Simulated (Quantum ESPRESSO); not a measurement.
The system is CoO.

```
Co O
1.0
     3.19786    0.00000    0.00000
     0.00000    3.19786    0.00000
     0.00000    0.00000    4.68228
Co O
2 2
Direct
  0.00000 0.00000 0.00000
  0.50000 0.50000 0.00000
  0.50000 0.00000 0.26700
  0.00000 0.50000 0.73300
```

The cell was built by a generator and needn't be a form met in nature.

Base run:

* Program: Quantum ESPRESSO 7.5
* Functional: LDA
* Potentials or basis: GBRV 1.5 LDA
* Cutoff: 762 eV
* Density cutoff: 6095 eV
* k mesh: 6 × 6 × 4
* Occupations: gaussian, width 0.05 eV
* Spin: no spin polarisation
* Hubbard terms: Co d U = 3 eV

Its results: band gap on the k mesh none (metal or under the smearing width); pressure -18.7 GPa; largest force 3.810 eV/Å.

Q: The run is repeated on the same cell with these changes: spin from no spin polarisation to collinear spin, ferromagnetic start; magnetic state asked for from nm to fm. What comes out?

A: Band gap on the k mesh none (metal or under the smearing width); pressure -1.0 GPa; net moment 6.00 μB per cell; site moments Co +2.42; O +0.48 μB; largest force 1.893 eV/Å.

Caveats: forces of over 1 eV/Å show positions far from the minimum, so gaps and moduli don't describe the material at rest; U without spin polarisation on a metal has little footing (some runs).
